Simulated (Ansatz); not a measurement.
# TiH2: the cost of one run

Method: DFT r2SCAN, scalar-relativistic, plane waves, PAW, in Ansatz 0.2.0.

## (1) The structure to begin with

Symmetry: I4/mmm, No. 139, tetragonal system. Conventional cell: a = 3.193 Å, b = 3.193 Å, c = 4.267 Å, α = 90.00°, β = 90.00°, γ = 90.00°. Around Ti (site symmetry 4/mmm) lie 8 H at 1.92 Å. H (site symmetry -4m2) has 4 Ti at 1.92 Å in its first shell of neighbours.

Structure file:

```xyz
3
Lattice="-1.5965 1.5965 2.1335 1.5965 -1.5965 2.1335 1.5965 1.5965 -2.1335" Properties=species:S:1:pos:R:3 pbc="T T T"
Ti    0.0000    0.0000    0.0000
H     0.0000    1.5965    1.0668
H     1.5965    0.0000    1.0668
```

No relaxation comes first: the listed cell is the starting point.

## (2) The reference: the undisturbed cell on the scan's mesh

input.yaml reads:

```yaml
crystal:
  lattice:
    - [-1.5965, 1.5965, 2.1335]
    - [1.5965, -1.5965, 2.1335]
    - [1.5965, 1.5965, -2.1335]
  atoms:
    - { symbol: Ti, position: [0.0, 0.0, 0.0] }
    - { symbol: H, position: [0.75, 0.25, 0.5] }
    - { symbol: H, position: [0.25, 0.75, 0.5] }
basis:
  ecutwfc: 500
kpoints:
  mp_grid: { grid: [24, 24, 24] }
hamiltonian:
  xc: r2scan
scf:
  occupations: { method: gaussian, width: 0.15 }
output:
  forces: true
  stress: true
  eigenvalues: true
```

The run is started by

```console
$ ansatz run input.yaml --threads 1 --pin off --max-ram 2560MiB --backend cpu --events-out ev --progress --plain --runs-dir out
```

**Question.** How long does this run take on 1 thread of Arm Neoverse V1, shared host, and how much memory does it need?

About 31 s, with a peak of 0.64 GiB.
